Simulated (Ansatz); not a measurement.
**SiSnF₆: small, medium and large basis sets**

Aim: see how fast density functionals converge with the basis set for SiSnF₆.

The runs use Ansatz 0.2.0, Gaussian basis; one geometry, several basis sets.

Plan: PBE0-D4/def2-SVP; ωB97M-V/def2-SVP; PBE0-D4/def2-QZVPP; ωB97M-V/def2-QZVPP; the functionals' def2-TZVPP values are taken from earlier runs.

## 1. Structure used throughout

All runs share one geometry, relaxed beforehand with PBE0-D4 in a triple-zeta def2 set. Sn takes the def2 core potential; no spin-orbit term is included.

SMILES `F[Si](F)(F)[Sn]([F])([F])[F]`, 8 atoms, charge 0, spin multiplicity 1.

Atoms are counted from 1 here; the program's logs count them from 0.

Bond lengths: F1–Si2 1.567 Å, Si2–F3 1.567 Å, Si2–F4 1.567 Å, Si2–Sn5 2.562 Å, Sn5–F6 1.894 Å, Sn5–F7 1.894 Å, Sn5–F8 1.894 Å. Angles: F1–Si2–F3 109.6°, F1–Si2–F4 109.6°, F1–Si2–Sn5 109.3°, F3–Si2–F4 109.6°, F3–Si2–Sn5 109.3°, F4–Si2–Sn5 109.3°, Si2–Sn5–F6 113.8°, Si2–Sn5–F7 113.8°, Si2–Sn5–F8 113.8°, F6–Sn5–F7 104.8°, F6–Sn5–F8 104.8°, F7–Sn5–F8 104.8°.

Geometry (Å):

```xyz
8
F6SiSn
F    -2.2878    0.2724    0.6250
Si   -0.8086    0.0541    1.0933
F    -0.7028   -1.2881    1.8947
F    -0.3634    1.2482    2.0050
Sn    0.7213   -0.0607   -0.9590
F     0.6841    1.5034   -2.0271
F     2.5503   -0.3153   -0.5367
F     0.2990   -1.4711   -2.1510
```

## 2. PBE0-D4 in def2-SVP

File in.yaml:

```yaml
crystal:
  periodic: [false, false, false]
  atoms:
    - {symbol: F, position_ang: [-2.287814, 0.272382, 0.625041]}
    - {symbol: Si, position_ang: [-0.808602, 0.054142, 1.093342]}
    - {symbol: F, position_ang: [-0.702764, -1.288077, 1.894741]}
    - {symbol: F, position_ang: [-0.363356, 1.248170, 2.004968]}
    - {symbol: Sn, position_ang: [0.721292, -0.060700, -0.958997]}
    - {symbol: F, position_ang: [0.684144, 1.503372, -2.027061]}
    - {symbol: F, position_ang: [2.550283, -0.315288, -0.536652]}
    - {symbol: F, position_ang: [0.299017, -1.471102, -2.150982]}
basis:
  gaussian: {orbitals: def2-SVP}
hamiltonian: {xc: pbe0, dispersion: d4}
output: {orbitals: {seedname: orbitals}}
```

The run is started by

```
ansatz run in.yaml --threads 8 --pin off --events-out ev --progress --plain --max-ram 18278MiB
```

The runs that follow: ωB97M-V in def2-SVP; PBE0-D4 in def2-QZVPP; ωB97M-V in def2-QZVPP.

Q: Predict the results of all the runs planned. Wanted: PBE0-D4: double and triple zeta above quadruple; ωB97M-V: double and triple zeta above quadruple.

As calculated:

```
                                       quantity           value
PBE0-D4: double and triple zeta above quadruple  25.91, 1.31 eV
ωB97M-V: double and triple zeta above quadruple  26.19, 1.23 eV
```

PBE0-D4 gains 24.60 eV from double to triple zeta, then 1.31 eV more. Total energies overstate the basis error of differences, where much of it tends to cancel.
